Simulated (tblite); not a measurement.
# C6H14O2Si: the cost of one run

Programs: tblite 0.8.0 and PySCF 2.14.0, with density-fitted response routines of our own. Each step states its level of theory. These are calculated values for one molecule in the gas phase, unless marked as measured. Atoms count from 0, in the outputs and in this text.

### 1 The molecule as given

23 atoms, charge 0, multiplicity 1; geometry from: force field or distance geometry start.

Bonds of the start (Å): C0–C1 1.54, C1–C2 1.48, C2–O3 1.23, C2–Si4 1.83, Si4–O5 1.71, O5–C6 1.39, C6–C7 1.50, C6–C8 1.51, C0–H9 1.09, C0–H10 1.12, C0–H11 1.10, C1–H12 1.10, C1–H13 1.10, Si4–H14 1.50, Si4–H15 1.49, C6–H16 1.12, C7–H17 1.11, C7–H18 1.12, C7–H19 1.13, C8–H20 1.13, C8–H21 1.11, C8–H22 1.11.

### 2 Relaxing the molecule with GFN2-xTB

Job settings and geometry (Å):

```
{"job": {"kind": "relax", "xc": "GFN2-xTB", "basis": "xTB"}, "charge": 0, "multiplicity": 1}
C      3.901000    -0.260300     0.963000
C      2.580300     0.450700     0.602600
C      1.913500    -0.426300    -0.379000
O      2.495600    -1.456300    -0.706300
Si     0.291700    -0.065200    -1.142200
O     -0.839100     0.694500    -0.116800
C     -2.048400     0.023600    -0.231200
C     -2.572900    -0.529100     1.056500
C     -3.106400     0.937300    -0.801700
H      4.484100     0.308700     1.692800
H      4.507300    -0.276400     0.022700
H      3.739200    -1.290100     1.308700
H      2.893800     1.383700     0.108700
H      1.964000     0.646600     1.497300
H      0.428500     0.701200    -2.420100
H     -0.294100    -1.372500    -1.538000
H     -1.932600    -0.815900    -0.957800
H     -2.738000     0.229200     1.843600
H     -1.940400    -1.384500     1.421400
H     -3.589900    -0.993800     0.887700
H     -4.156300     0.584100    -0.590400
H     -2.964200     1.931100    -0.327600
H     -3.021500     1.006700    -1.910900
```

Run with:

```
> OMP_NUM_THREADS=1 python probes_run.py task.json out
```

One launch serves the whole session: the jobs run in the order shown.

**Question.** How long does this first job take on 1 thread of Arm Neoverse V2, shared host, and how much memory does it need?

About 1.6 s, with a peak of 0.18 GiB.
